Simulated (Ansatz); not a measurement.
**C₂H₇BSe: how energies converge with the basis set**

An exercise on one series of results from a longer session: the logs are not shown, and one member is left open.

Method: one geometry, several basis sets; program: Ansatz 0.2.0, Gaussian basis.

The runs, in order: PBE0-D4/def2-SVP; ωB97M-V/def2-SVP; PBE0-D4/def2-QZVPP; ωB97M-V/def2-QZVPP; the functionals' def2-TZVPP values are taken from earlier runs.

### Structure used throughout

All runs share one geometry, relaxed beforehand with PBE0-D4 in a triple-zeta def2 set.

11 atoms, charge 0, spin multiplicity 1.

Atoms are counted from 1 here; the program's logs count them from 0.

Bond lengths: B1–C2 1.554 Å, B1–Se3 2.193 Å, B1–H5 1.198 Å, B1–H6 1.197 Å, C2–Se3 1.985 Å, C2–H7 1.086 Å, C2–H8 1.087 Å, Se3–C4 1.941 Å, C4–H9 1.089 Å, C4–H10 1.088 Å, C4–H11 1.088 Å. Angles: C2–B1–Se3 61.2°, C2–B1–H5 119.9°, C2–B1–H6 119.0°, Se3–B1–H5 107.5°, Se3–B1–H6 107.9°, H5–B1–H6 120.3°, B1–C2–Se3 75.5°, B1–C2–H7 121.1°, B1–C2–H8 122.3°, Se3–C2–H7 108.1°, Se3–C2–H8 108.2°, H7–C2–H8 112.3°, B1–Se3–C2 43.3°, B1–Se3–C4 100.0°, C2–Se3–C4 98.0°, Se3–C4–H9 107.5°, Se3–C4–H10 109.8°, Se3–C4–H11 108.4° and more.

As a file:

```mol
C2H7BSe
  3D, bonds by distance, orders not assigned

 11 11  0  0  0  0  0  0  0  0999 V2000
   -0.2364    1.4559    0.4858 B   0  0
   -0.7393    0.1425    1.1464 C   0  0
    1.1038   -0.2792    0.5410 Se  0  0
    0.6495   -1.1104   -1.1534 C   0  0
   -0.4876    1.6805   -0.6641 H   0  0
    0.2371    2.3097    1.1789 H   0  0
   -0.7716    0.0353    2.2269 H   0  0
   -1.4256   -0.5339    0.6438 H   0  0
    1.5547   -1.1363   -1.7584 H   0  0
    0.2857   -2.1216   -0.9814 H   0  0
   -0.1049   -0.4996   -1.6446 H   0  0
  1  2  8  0
  1  3  8  0
  1  5  8  0
  1  6  8  0
  2  3  8  0
  2  7  8  0
  2  8  8  0
  3  4  8  0
  4  9  8  0
  4 10  8  0
  4 11  8  0
M  END
```

Set-up of the first run:

The input, in.yaml:

```yaml
crystal:
  periodic: [false, false, false]
  atoms:
    - {symbol: B, position_ang: [-0.236432, 1.455878, 0.485753]}
    - {symbol: C, position_ang: [-0.739340, 0.142512, 1.146371]}
    - {symbol: Se, position_ang: [1.103761, -0.279216, 0.540973]}
    - {symbol: C, position_ang: [0.649547, -1.110385, -1.153390]}
    - {symbol: H, position_ang: [-0.487624, 1.680516, -0.664112]}
    - {symbol: H, position_ang: [0.237139, 2.309723, 1.178918]}
    - {symbol: H, position_ang: [-0.771559, 0.035268, 2.226865]}
    - {symbol: H, position_ang: [-1.425578, -0.533881, 0.643753]}
    - {symbol: H, position_ang: [1.554704, -1.136334, -1.758435]}
    - {symbol: H, position_ang: [0.285727, -2.121576, -0.981396]}
    - {symbol: H, position_ang: [-0.104946, -0.499606, -1.644600]}
basis:
  gaussian: {orbitals: def2-SVP}
hamiltonian: {xc: pbe0, dispersion: d4}
output: {orbitals: {seedname: orbitals}}
```

Command:

```bash
$ ansatz run in.yaml --threads 4 --pin off --events-out ev --progress --plain --max-ram 10444MiB
```

Steps of the session up to this table: PBE0-D4 in def2-SVP; ωB97M-V in def2-SVP; PBE0-D4 in def2-QZVPP; ωB97M-V in def2-QZVPP.

One table of the session follows, with a row left open; its other results are not shown here.

```
functional       basis  HOMO (eV)  LUMO (eV)
   PBE0-D4    def2-SVP      -7.21       0.19
   PBE0-D4  def2-TZVPP          ?          ?
   PBE0-D4  def2-QZVPP      -7.23      -0.18
   ωB97M-V    def2-SVP      -9.31       2.24
   ωB97M-V  def2-TZVPP      -9.34       1.73
   ωB97M-V  def2-QZVPP      -9.34       1.40
```

Q: Estimate the row for PBE0-D4, def2-TZVPP from the others.

As computed: HOMO (eV): -7.22; LUMO (eV): -0.07. In the column «HOMO (eV)» it lies between PBE0-D4, def2-QZVPP (-7.23) and PBE0-D4, def2-SVP (-7.21).
